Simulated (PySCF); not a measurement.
**GaH⁺: the SCF solver's settings**

Aim: find out which solver settings change the answer for GaH⁺.

Computed with PySCF 2.14.0. Level: each script names its method and basis.

1 further run of the same task is left out (it didn't finish).

### 1 The system as given

GaH⁺: 2 atoms, charge 1, spin multiplicity 2.

Bond lengths: Ga1–H2 1.544 Å.

### 2 The base run

Contents of input.py:

```python
from pyscf import gto, scf

mol = gto.M(
    atom='Ga 0 0 0; H 0 0 1.544',
    basis='crenbl',
    ecp={'Ga': 'crenbl'},
    charge=1,
    spin=1,
    verbose=4,
)
mf = scf.UHF(mol)
mf.kernel()
mf.dip_moment()
print('orbital energies (hartree):', [e[max(0, n-3):n+3].round(4) for e, n in zip(mf.mo_energy, mol.nelec)])
```

Started as:

```
OMP_NUM_THREADS=1 python input.py
```

The log of this run is left out.

In short: E(SCF) = -77.819940 Eh, 11 cycles, ⟨S²⟩ = 0.780.

The bond length is a typed value, not an optimised one. The dipole of an ion depends on the origin.

### 3 Point-group symmetry on

Edit 1 changes point-group symmetry: off → on.

Contents of input.py:

```python
from pyscf import gto, scf

mol = gto.M(
    atom='Ga 0 0 0; H 0 0 1.544',
    basis='crenbl',
    ecp={'Ga': 'crenbl'},
    charge=1,
    spin=1,
    symmetry=True,
    verbose=4,
)
mf = scf.UHF(mol)
mf.kernel()
mf.dip_moment()
print('orbital energies (hartree):', [e[max(0, n-3):n+3].round(4) for e, n in zip(mf.mo_energy, mol.nelec)])
```

Started as:

```
OMP_NUM_THREADS=1 python input.py
```

### 4 DIIS space 2

Edit 2 changes DIIS space: default → 2.

input.py, as its differences from that of step 2:

```diff
@@ -11,2 +11,3 @@
 mf = scf.UHF(mol)
+mf.diis_space = 2
 mf.kernel()
```

### 5 Damping 0.5

Edit 3 changes damping: none → 0.5.

input.py, as its differences from that of step 2:

```diff
@@ -11,2 +11,4 @@
 mf = scf.UHF(mol)
+mf.damp = 0.5
+mf.diis_start_cycle = 8
 mf.kernel()
```

Q: Predict the outcome of this session. Wanted: for each run, E(SCF); from base; gap, α spin.

**Answer**, as computed:

| run | E(SCF) (hartree) | from base (eV) | cycles | gap, α spin (eV) |
| --- | --- | --- | --- | --- |
| base | -77.819940 | 0 | 11 | 11.73 |
| point-group symmetry on | -77.819940 | 0.0000 | 11 | 11.73 |
| DIIS space 2 | -77.819940 | 0.0000 | 15 | 11.73 |
| damping 0.5 | -77.819940 | 0.0000 | 15 | 11.73 |

Distance from each run's final energy (log10 hartree) by cycle:

| run | cycle 1 | cycle 2 | cycle 3 | cycle 5 | cycle 8 | cycle 12 |
| --- | --- | --- | --- | --- | --- | --- |
| base | -1.5 | -2.4 | -3.1 | -5.5 | -8.3 | done |
| point-group symmetry on | -1.5 | -2.4 | -3.1 | -5.5 | -8.3 | done |
| DIIS space 2 | -1.5 | -2.4 | -3.1 | -4.2 | -6.1 | -8.2 |
| damping 0.5 | -1.5 | -1.9 | -2.2 | -2.9 | -4.1 | -7.9 |

In words: With point-group symmetry on or DIIS space 2 or damping 0.5 the SCF ends at the base energy. The base needs 11 cycles and the run with DIIS space 2 needs 15.
